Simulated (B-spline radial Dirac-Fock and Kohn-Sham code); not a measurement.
# Tl⁺: two attempts at the core levels

Aim: the K, L3 and M5 binding energies of Tl⁺ by ΔSCF.

The numbers are computed with B-spline radial Dirac-Fock and Kohn-Sham code (version 4): Delta-SCF core binding energies without Breit or QED terms under the stated settings.

## 1. The atom as given

The Tl⁺ ion, configuration [Xe] 4f14 5d10 6s2.

* nuclear charge: 81
* electrons: 80
* mass number: 205
* nuclear rms radius: 5.4759 fm

Outer shells as boxes (Hund's rule, for the drawing alone; heavy ions are jj-coupled, and the calculation averages over the configuration):

```
[Xe] core
4f [↑↓][↑↓][↑↓][↑↓][↑↓][↑↓][↑↓]
5d [↑↓][↑↓][↑↓][↑↓][↑↓]
6s [↑↓]
```

## 2. First attempt

Settings in task.json:

```ini
rel = dirac
method = hf
nuc = fermi
radius_factor = 1.0
rmax = 45.0
h = 0.3
order = 8
points = 2
c_factor = 1.0
maxit = 84
damp = 0.5
ndamp = 3
tol = 1e-08
```

Keys: rel is the Hamiltonian, nuc the nuclear model, radius_factor scales its radius, rmax is the box in bohr, h the logarithmic mesh step, order the B-spline order, points the quadrature points a cell, c_factor scales the speed of light; damp, ndamp, maxit and tol steer the iteration.

The run is started by

```
$ python xray2_run.py task.json out
```

Main fields of the result record, rounded:

```text
status: converged
total_energy [Ha]: -20274.571829
virial_ratio: 1.864073
iterations: [11, 10, 10, 9]
converged: [true, true, true, true]
highest_orbital_energy [eV]: -18.79568
holes: ["K", "L3", "M5"]
binding [eV]: [86013.56, 12708.7, 2407.41]
scf_energy [Ha]: [-20273.08246, -20273.70431, -20274.57, -20274.57148, -20274.57181, -20274.57183, -20274.57183, -20274.57183, -20274.57183, -20274.57183, -20274.57183]
scf_error: [2.2, 0.25, 0.029, 0.014, 0.0011, 0.00031, 7.8e-05, 5.2e-05, 8.9e-06, 1.2e-06, 1.7e-07]
cells: 59
```

## 3. What went wrong

The run converged, but to the answer of an unsound model or basis. The fault: points is too small to integrate the splines.

The cure is points = 10.

## 4. The mended run

Changed: points = 10, maxit = 60.

Main fields of the result record, rounded:

```text
status: converged
total_energy [Ha]: -20274.660862
virial_ratio: 1.864059
iterations: [11, 10, 10, 10]
converged: [true, true, true, true]
highest_orbital_energy [eV]: -18.76276
holes: ["K", "L3", "M5"]
binding [eV]: [86013.73, 12708.74, 2407.559]
cells: 59
```

## 5. What came out

| quantity | value |
| --- | --- |
| first try | converged |
| fault | points is too small to integrate the splines |
| cure | points = 10 |
| mended run | converged (ground state in 11 iterations) |
| K binding | 86013.7 eV (first try 86013.6) |
| L3 binding | 12708.7 eV (first try 12708.7) |
| M5 binding | 2407.6 eV (first try 2407.4) |

**Reading.** The first try was off by -0.17 eV for K, -0.04 eV for L3 and -0.15 eV for M5. It gave no warning. The mended values lack Breit and QED terms.
